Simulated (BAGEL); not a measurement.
# CH3FGeS (SMILES F[CH]1[S][GeH2]1) at HF/STO-3G (density fitting with qzvpp-jkfit)

Aim: the energy change on altering one bond length of CH3FGeS at HF/STO-3G (density fitting with qzvpp-jkfit), from 2 runs. 

Program for the calculation: BAGEL 1.2.2.

8 further runs of the same task are left out: 7 that didn't finish, 1 set aside as unsound or not needed.

### Step 1. The structure to begin with

CH3FGeS has 7 atoms, charge 0, and is taken as a singlet. As SMILES, `F[CH]1[S][GeH2]1`. Geometry: relaxed at PBE0-D4/def2-TZVP.

Bond lengths: F1–C2 1.364 Å, C2–S3 1.820 Å, C2–Ge4 1.943 Å, S3–Ge4 2.204 Å, C2–H5 1.087 Å, Ge4–H6 1.527 Å, Ge4–H7 1.525 Å. Some angles: F1–C2–S3 115.4°, F1–C2–Ge4 118.9°, S3–C2–Ge4 71.6°, C2–S3–Ge4 56.8°, C2–Ge4–S3 51.6°, F1–C2–H5 110.0°, S3–C2–H5 114.3°, Ge4–C2–H5 121.6°, C2–Ge4–H6 121.4°, C2–Ge4–H7 117.7°.

### Step 2. A single-point energy at HF/STO-3G (density fitting with qzvpp-jkfit)

Contents of input.json:

```json
{ "bagel": [

{
  "title": "molecule",
  "basis": "sto-3g",
  "df_basis": "qzvpp-jkfit",
  "angstrom": true,
  "geometry": [
    { "atom": "F", "xyz": [      -0.249100,      -0.099400,      -1.988100 ] },
    { "atom": "C", "xyz": [      -0.596800,      -0.308400,      -0.686300 ] },
    { "atom": "S", "xyz": [       0.265900,      -1.680400,       0.141800 ] },
    { "atom": "Ge", "xyz": [       0.527900,       0.431200,       0.715500 ] },
    { "atom": "H", "xyz": [      -1.678800,      -0.337800,      -0.591600 ] },
    { "atom": "H", "xyz": [      -0.054800,       0.853200,       2.062900 ] },
    { "atom": "H", "xyz": [       1.846800,       1.073600,       0.300000 ] }
  ]
},

{
  "title": "hf"
},

{
  "title": "print",
  "file": "orbitals.molden",
  "orbitals": true
}

]}
```

Started as:

```bash
$ BAGEL_NUM_THREADS=1 BAGEL input.json > input.out
```

The program printed:

```text
* using 1 threads per process

  ===============================================================
  ===============================================================

  *** Geometry ***

  { "atom" : "F", "xyz" : [     -0.470731,     -0.187839,     -3.756965 ] },
  { "atom" : "C", "xyz" : [     -1.127789,     -0.582792,     -1.296919 ] },
  { "atom" : "S", "xyz" : [      0.502478,     -3.175496,      0.267963 ] },
  { "atom" : "Ge", "xyz" : [      0.997586,      0.814850,      1.352099 ] },
  { "atom" : "H", "xyz" : [     -3.172472,     -0.638349,     -1.117962 ] },
  { "atom" : "H", "xyz" : [     -0.103557,      1.612314,      3.898316 ] },
  { "atom" : "H", "xyz" : [      3.489946,      2.028810,      0.566918 ] },

  Number of auxiliary basis functions:      600

  Since a DF basis is specified, we compute 2- and 3-index integrals:
    o Being stored without compression. Storage requirement is 0.008 GB

  Number of basis functions:       40
  Number of electrons      :       66

    * METHOD: MOLECULE                             0.26

  *** RHF ***

  === Nuclear Repulsion ===
   353.2609166561

      * DIIS with orbital gradients will be used.

  === RHF iteration (sto-3g) ===
      0      -2581.98746264          0.01400011           0.05
      1      -2582.08591476          0.00549028           0.04
      2      -2582.10076513          0.00092544           0.04
      3      -2582.10169122          0.00017662           0.04
      4      -2582.10172625          0.00003969           0.04
      5      -2582.10172795          0.00000884           0.04
      6      -2582.10172806          0.00000199           0.04
      7      -2582.10172806          0.00000070           0.04
      8      -2582.10172806          0.00000020           0.04
      9      -2582.10172806          0.00000007           0.04
     10      -2582.10172806          0.00000002           0.04
     11      -2582.10172806          0.00000001           0.04
    * SCF iteration converged.

    * Permanent dipole moment:
           (   -0.001187,    -0.571253,    -0.617832) a.u.

    * METHOD: HF                                   0.65

    * METHOD: PRINT                                0.00

  ===============================================================
```

It took 1.1 s on 1 thread of Arm Neoverse V2, shared host.

### Step 3. The distorted shape

input.json, as its differences from that of step 2:

```diff
@@ -6,5 +6,5 @@
   "df_basis": "qzvpp-jkfit",
-  "angstrom": true,
+  "angstrom": "true",
   "geometry": [
-    { "atom": "F", "xyz": [      -0.249100,      -0.099400,      -1.988100 ] },
+    { "atom": "F", "xyz": [      -0.196940,      -0.068047,      -2.183390 ] },
     { "atom": "C", "xyz": [      -0.596800,      -0.308400,      -0.686300 ] },
@@ -25,3 +25,3 @@
   "file": "orbitals.molden",
-  "orbitals": true
+  "orbitals": "true"
 }
```

Started as:

```bash
$ BAGEL_NUM_THREADS=1 BAGEL input.json > input.out
```

The program printed:

```text
* using 1 threads per process

  ===============================================================
  ===============================================================

  *** Geometry ***

  { "atom" : "F", "xyz" : [     -0.372163,     -0.128590,     -4.126009 ] },
  { "atom" : "C", "xyz" : [     -1.127789,     -0.582792,     -1.296919 ] },
  { "atom" : "S", "xyz" : [      0.502478,     -3.175496,      0.267963 ] },
  { "atom" : "Ge", "xyz" : [      0.997586,      0.814850,      1.352099 ] },
  { "atom" : "H", "xyz" : [     -3.172472,     -0.638349,     -1.117962 ] },
  { "atom" : "H", "xyz" : [     -0.103557,      1.612314,      3.898316 ] },
  { "atom" : "H", "xyz" : [      3.489946,      2.028810,      0.566918 ] },

  Number of auxiliary basis functions:      600

  Since a DF basis is specified, we compute 2- and 3-index integrals:
    o Being stored without compression. Storage requirement is 0.008 GB

  Number of basis functions:       40
  Number of electrons      :       66

    * METHOD: MOLECULE                             0.26

  *** RHF ***

  === Nuclear Repulsion ===
   345.6897713876

      * DIIS with orbital gradients will be used.

  === RHF iteration (sto-3g) ===
      0      -2581.92414149          0.01593022           0.04
      1      -2582.05074750          0.00711768           0.04
      2      -2582.07374499          0.00122589           0.04
      3      -2582.07520876          0.00023817           0.04
      4      -2582.07527725          0.00004132           0.04
      5      -2582.07527952          0.00001296           0.04
      6      -2582.07527980          0.00000411           0.04
      7      -2582.07527983          0.00000160           0.04
      8      -2582.07527984          0.00000039           0.04
      9      -2582.07527984          0.00000018           0.04
     10      -2582.07527984          0.00000006           0.04
     11      -2582.07527984          0.00000002           0.04
     12      -2582.07527984          0.00000001           0.04
    * SCF iteration converged.

    * Permanent dipole moment:
           (   -0.016098,    -0.547132,    -0.785324) a.u.

    * METHOD: HF                                   0.68

    * METHOD: PRINT                                0.00

  ===============================================================
```

It took 1.1 s on 1 thread of Arm Neoverse V2, shared host.

### Step 4. What came out

Level: HF/STO-3G (density fitting with qzvpp-jkfit).

| quantity | value |
| --- | --- |
| first shape: total energy | -2582.10173 Eh |
| first shape: dipole moment | 2.14 D |
| first shape: HOMO energy | -6.85 eV |
| first shape: LUMO energy | 8.03 eV |
| first shape: HOMO–LUMO gap | 14.88 eV |
| distorted shape: total energy | -2582.07528 Eh |
| distorted shape: dipole moment | 2.43 D |
| distorted shape: HOMO energy | -6.95 eV |
| distorted shape: LUMO energy | 7.90 eV |
| distorted shape: HOMO–LUMO gap | 14.85 eV |
| energy change with the F1–C2 bond stretched from 1.364 to 1.568 Å | 0.720 eV |

In words: With the F1–C2 bond stretched from 1.364 to 1.568 Å the energy rises by 0.72 eV (69.4 kJ/mol). The first shape isn't relaxed at this level, so the change isn't measured from a minimum. The minimal basis adds a large error of its own.
